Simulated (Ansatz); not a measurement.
# HF/def2-SVP (core potential) run of SnNH3S2 (SMILES [NH2][SnH]1[S][S]1)

What is the vertical ionisation energy of SnNH3S2 at HF/def2-SVP (core potential)? 

The results are computed with Ansatz 0.2.0.

38 further runs of the same task are left out: 38 set aside as unsound or not needed.

## Step 1: The system as given

SnNH3S2 has 7 atoms, charge 0, and is taken as a singlet. SMILES: `[NH2][SnH]1[S][S]1`. Geometry: relaxed at PBE0-D4/def2-TZVP. This is one conformer, not always the lowest.

Bond lengths: N1–Sn2 2.003 Å, Sn2–S3 2.358 Å, Sn2–S4 2.376 Å, S3–S4 2.178 Å, N1–H5 1.012 Å, N1–H6 1.012 Å, Sn2–H7 1.690 Å. Some angles: N1–Sn2–S3 115.2°, N1–Sn2–S4 120.4°, S3–Sn2–S4 54.8°, Sn2–S3–S4 63.0°, Sn2–S4–S3 62.2°, N1–Sn2–H7 112.0°, S3–Sn2–H7 122.2°, S4–Sn2–H7 121.1°, Sn2–N1–H5 114.3°, Sn2–N1–H6 112.7°.

## Step 2: A single-point energy at HF/def2-SVP (core potential)

Input file run.yaml:

```yaml
crystal:
  periodic: [false, false, false]
  atoms:
    - symbol: N
      position_ang: [-0.858900, 1.180400, 0.033200]
    - symbol: Sn
      position_ang: [0.658800, -0.125900, 0.009600]
    - symbol: S
      position_ang: [0.436900, -1.947300, 1.490200]
    - symbol: S
      position_ang: [0.292300, -2.381600, -0.639300]
    - symbol: H
      position_ang: [-0.847300, 1.845800, -0.729000]
    - symbol: H
      position_ang: [-1.763700, 0.727200, 0.057900]
    - symbol: H
      position_ang: [2.143100, 0.633400, -0.268300]
basis:
  gaussian:
    orbitals: def2-SVP
hamiltonian:
  xc: hf
accuracy: high
output: {orbitals: {seedname: orbitals}}
```

Launch:

```console
$ ansatz run run.yaml --threads 1 --pin off --max-ram 2610MiB --events-out events.jsonl --progress --plain --runs-dir runs
```

What it wrote:

```text
Warning: RAYON_NUM_THREADS=1 ignored (pool sized by the plan → 1); use --threads N
Functional definition: HF
  name "HF"
  exchange = exact_x
  correlation = 0
2063 factors; integrals over basis functions are off by at most 3.8e-9 eV
mean field evaluation 1: about -28958.3332 eV, gradient 3.2e1 eV
mean field evaluation 2: about -28958.5375 eV, gradient 3.2e1 eV
mean field evaluation 4: about -28961.2006 eV, gradient 2.6e0 eV
mean field evaluation 8: about -28961.2378 eV, gradient 2.6e-1 eV
mean field evaluation 16: about -28961.2385 eV, gradient 2.6e-8 eV
mean field -28961.23854403 eV, -1064.3058858605 hartree, gradient 2.9e-8 eV, S^2 0.000000; 0 other end points of the search recorded, 0 dependent functions left out
reference -28961.23854403 eV, -1064.3058858605 hartree; 32, 32 occupied and 59, 59 virtual orbitals, 2063 factors
Total energy: -28961.23854403 eV, -1064.3058858605 hartree
```

Run time: 3.9 s. Hardware: 1 thread of Arm Neoverse V1, shared host; peak memory 0.29 GiB.

## Step 3: The doublet cation, same level

Input file molecule.yaml:

```yaml
crystal:
  periodic: [false, false, false]
  atoms:
    - {symbol: "N", position_ang: [-0.858900, 1.180400, 0.033200]}
    - {symbol: Sn, position_ang: [0.658800, -0.125900, 0.009600]}
    - {symbol: S, position_ang: [0.436900, -1.947300, 1.490200]}
    - {symbol: S, position_ang: [0.292300, -2.381600, -0.639300]}
    - {symbol: H, position_ang: [-0.847300, 1.845800, -0.729000]}
    - {symbol: H, position_ang: [-1.763700, 0.727200, 0.057900]}
    - {symbol: H, position_ang: [2.143100, 0.633400, -0.268300]}
basis:
  gaussian: {orbitals: def2-SVP}
output: {orbitals: {seedname: orbitals}}
hamiltonian: {xc: hf}
accuracy: high
total_charge: 1
magnetization: {spin_polarized: true, initial_magnetization: 1}
```

Launch:

```console
$ ansatz run molecule.yaml --threads 1 --pin off --max-ram 2610MiB --events-out events.jsonl --progress --plain --runs-dir runs
```

What it wrote, shortened:

```text
Warning: RAYON_NUM_THREADS=1 ignored (pool sized by the plan → 1); use --threads N
[... 2 set-up lines as earlier in the session ...]
[...]
2062 factors; integrals over basis functions are off by at most 3.8e-9 eV
[...]
mean field -28953.66254736 eV, -1064.0274731181 hartree, gradient 5.3e-8 eV, S^2 0.771174; 3 other end points of the search recorded, 0 dependent functions left out
reference -28953.66254736 eV, -1064.0274731181 hartree; 32, 31 occupied and 59, 60 virtual orbitals, 2062 factors
Total energy: -28953.66254736 eV, -1064.0274731181 hartree
```

It took 19 s on 1 thread of Arm Neoverse V1, shared host; peak memory 0.62 GiB.

## Step 4: What came out

Level: HF/def2-SVP (core potential).

| quantity | value |
| --- | --- |
| singlet SnNH3S2: total energy | -1064.30589 Eh |
| singlet SnNH3S2: HOMO energy | -8.66 eV |
| singlet SnNH3S2: LUMO energy | 2.06 eV |
| singlet SnNH3S2: HOMO–LUMO gap | 10.72 eV |
| doublet cation: total energy | -1064.02747 Eh |
| doublet cation: HOMO energy (highest over α and β) | -15.63 eV |
| doublet cation: LUMO energy (lowest over α and β) | -6.44 eV |
| doublet cation: ⟨S²⟩ | 0.771 |
| vertical ionisation energy (to the doublet cation) | 7.576 eV |

What this shows: Removing an electron at fixed nuclei costs 7.58 eV (731 kJ/mol). −ε(HOMO) before ionisation, 8.66 eV, is 1.08 eV above this ionisation energy.
